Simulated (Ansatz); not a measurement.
# Sn (diamond type): the cost of one run

Computed with Ansatz 0.2.0 (DFT PBE, with the methods named in each step, unless a step's input says otherwise).

## (1) The starting structure

Symmetry: Fd-3m, No. 227, cubic system. The conventional cell has a = 6.656 Å, b = 6.656 Å, c = 6.656 Å, α = 90.00°, β = 90.00°, γ = 90.00°. Around Sn (site symmetry -43m) lie 4 Sn at 2.88 Å.

Structure file:

```
CELL_PARAMETERS angstrom
-3.32797 3.32797 0.00000
0.00000 0.00000 6.65595
3.32797 3.32797 0.00000
ATOMIC_POSITIONS crystal
Sn 0.50000 0.37500 0.25000
Sn 0.00000 0.87500 0.75000
Sn 0.00000 0.12500 0.25000
Sn 0.50000 0.62500 0.75000
```

Atoms are numbered in the order of the input: Sn1, Sn2, Sn3, Sn4.

## (2) Bulk in the slab's orientation, LAPW

The input, input.yaml:

```yaml
crystal:
  lattice:
    - [-3.3279730294, 3.3279730294, 0.0]
    - [0.0, 0.0, 6.6559460589]
    - [3.3279730294, 3.3279730294, 0.0]
  atoms:
    - { symbol: Sn, position: [0.5, 0.375, 0.25] }
    - { symbol: Sn, position: [0.0, 0.875, 0.75] }
    - { symbol: Sn, position: [0.0, 0.125, 0.25] }
    - { symbol: Sn, position: [0.5, 0.625, 0.75] }
kpoints:
  mp_grid: { grid: [7, 5, 7] }
scf:
  occupations: { method: fermi_dirac, width: 0.02 }
hamiltonian:
  xc: pbe
  pseudopotentials: { kind: all_electron, lapw: { basis_error: 0.001 } }
output:
  forces: true
  stress: true
  eigenvalues: true
```

Started as:

```bash
$ ansatz run input.yaml --threads 1 --pin off --max-ram 3584MiB --backend cpu --events-out ev --progress --plain --runs-dir out
```

Q: Estimate wall time and peak memory on 1 thread of Intel Xeon Platinum 8375C at 2.90GHz (Ice Lake), shared host.

About 40 s, with a peak of 0.54 GiB.
